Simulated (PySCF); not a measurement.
**[TmOCl]−: other functionals and bases at one geometry**

The task here is to estimate one member of a computed series from the others.

The runs use PySCF 2.14.0; several levels, as the steps say, no spin–orbit coupling.

1 further run of the same task is left out (for a known fault of the program).

## The starting structure

3 atoms, charge -1, spin multiplicity 1.

Bond lengths: Tm1–O2 2.007 Å, Tm1–Cl3 2.741 Å. Angles: O2–Tm1–Cl3 135.1°.

Geometry (Å):

```xyz
3

Tm    0.23702    0.00000   -0.21066
O     2.10229    0.00000    0.53143
Cl   -2.28284    0.00000    0.86868
```

Formal oxidation states: Tm +2. Each metal's 13 4f electrons lie in its core potential, so multiplicities, spins and levels count the valence alone. An earlier session relaxed this geometry at PBE0, Tm lcecp-0-SVP with ECP59, O def2-SVP, Cl def2-SVP (singlet, point group Cs).

At PBE0 on the finer grid: E = -567.527205 Eh, frontier levels not given, since the 4f levels lie in the core, Mulliken charge on Tm1 +0.21 e, largest force component 0.009 eV/Å. The highest filled level lies above zero; it isn't the detachment energy.

Levels to run: revPBE; wB97X; PBE0, TZVP. Hardware: 2 threads of Arm Neoverse V1, shared host.

Set-up of the first run:

run.py (the lines that set the calculation) reads:

```python
mol = gto.M(atom='''
Tm     0.23702     0.00000    -0.21066
O      2.10229     0.00000     0.53143
Cl    -2.28284     0.00000     0.86868''',
    basis={'Tm': 'lcecp-0-SVP', 'O': 'def2-SVP', 'Cl': 'def2-SVP'},
    ecp={'Tm': 'lcecp-0-SVP'},
    charge=-1, spin=0)
mf = dft.RKS(mol, xc='PBE_R,PBE')
mf.grids.atom_grid = (75, 302)  # f atoms: unpruned, at least (60, 302)
mf = mf.density_fit()  # fitting sets: Tm AutoAux, O def2-universal-JKFIT, Cl def2-universal-JKFIT
mf.conv_tol = 1e-08; mf.max_cycle = 55
mf.kernel(dm0)  # dm0: the density of the relaxed state
```

On the command line:

```
$ OMP_NUM_THREADS=2 python run.py
```

Steps of the session up to this table: revPBE; wB97X; PBE0, TZVP.

One table of the session follows, with a row left open; its other results are not shown here.

| level | charge on Tm1 (e) | dipole (D) | largest force component (eV/Å) |
| --- | --- | --- | --- |
| PBE0 (relaxed here) | 0.21 | 6.80 | 0.01 |
| revPBE | 0.07 | 5.90 | 0.66 |
| wB97X | ? | ? | ? |
| PBE0, TZVP | 0.67 | 7.31 | 0.60 |

Estimate the missing values for wB97X.

The run gave: charge on Tm1 (e): 0.23; dipole (D): 7.34; largest force component (eV/Å): 0.12. In the column «charge on Tm1 (e)» it lies between PBE0 (relaxed here) (0.21) and PBE0, TZVP (0.67).

The dipole of a charged species depends on the origin, so these sizes hold for this origin alone.

The largest leftover force, 0.66 eV/Å with revPBE, stands at a geometry relaxed at another level. With 4f in the core, its levels are missing from HOMO and gap, and its count is fixed, so no charge can pass from the ligands into it. Total energies of different levels can't be compared.
